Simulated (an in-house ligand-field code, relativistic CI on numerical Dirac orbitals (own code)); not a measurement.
# d6 to d9 in a ligand field: terms by electron count

Which terms of d6 to d9 lie lowest for given Racah parameters and ligand field?

Method: parametric ligand-field model of a d^n configuration (Racah B and C, spin-orbit zeta, crystal field), exact diagonalisation. Code: an in-house ligand-field code version 1.

**1. The atom as given**

```
shell        : d6 to d9
set 1 (cm⁻¹) : d6: B = 470, C = 1790, Oh, 10Dq = 35200
set 2 (cm⁻¹) : d7: B = 470, C = 1790, Oh, 10Dq = 35200
set 3 (cm⁻¹) : d8: B = 470, C = 1790, Oh, 10Dq = 35200
set 4 (cm⁻¹) : d9: B = 470, C = 1790, Oh, 10Dq = 35200
```

**2. Set 1**

Settings, as recorded:

```ini
n = 6
racah_B = 470  # cm-1
racah_C = 1790  # cm-1
zeta = 0  # cm-1
symmetry = Oh
field = {"10Dq": 35200}  # cm-1
```

Started as:

```bash
python run_levels.py task.json out
```

The settings of every run stand in task.json; they run in order.

**3. Set 2**

The settings differ from step 2 so:

```diff
@@ -1,2 +1,2 @@
-n = 6
+n = 7
 racah_B = 470  # cm-1
```

**4. Set 3**

The settings differ from step 3 so:

```diff
@@ -1,2 +1,2 @@
-n = 7
+n = 8
 racah_B = 470  # cm-1
```

**5. Set 4**

The settings differ from step 4 so:

```diff
@@ -1,2 +1,2 @@
-n = 8
+n = 9
 racah_B = 470  # cm-1
```

(Steps that only read results are left out.)

Before running it: what results should come out? Wanted: lowest terms; sets at their largest spin, of those that allow S over 1.

The runs gave:

| set | 10Dq/B (size) | lowest | S | electrons in z² and x²-y² | first level of the same spin (cm⁻¹) |
| --- | --- | --- | --- | --- | --- |
| 1: Oh, d6 | 74.9 | 1A1 | 0.00 | 0.01 | 1T1 33775 |
| 2: Oh, d7 | 74.9 | 2E | 0.50 | 1.01 | 2T1 33681 |
| 3: Oh, d8 | 74.9 | 3A2 | 1.00 | 2.00 | 3T2 35200 |
| 4: Oh, d9 | 74.9 | 2E | 0.50 | 3.00 | 2T2 35200 |

| quantity | value |
| --- | --- |
| lowest terms | 1: 1A1, 2: 2E, 3: 3A2, 4: 2E |
| sets at their largest spin, of those that allow S over 1 | none |

**Reading.** 2 of 4 sets have the highest spin that their shell allows. B, C and the field are free parameters here, not those of a compound.
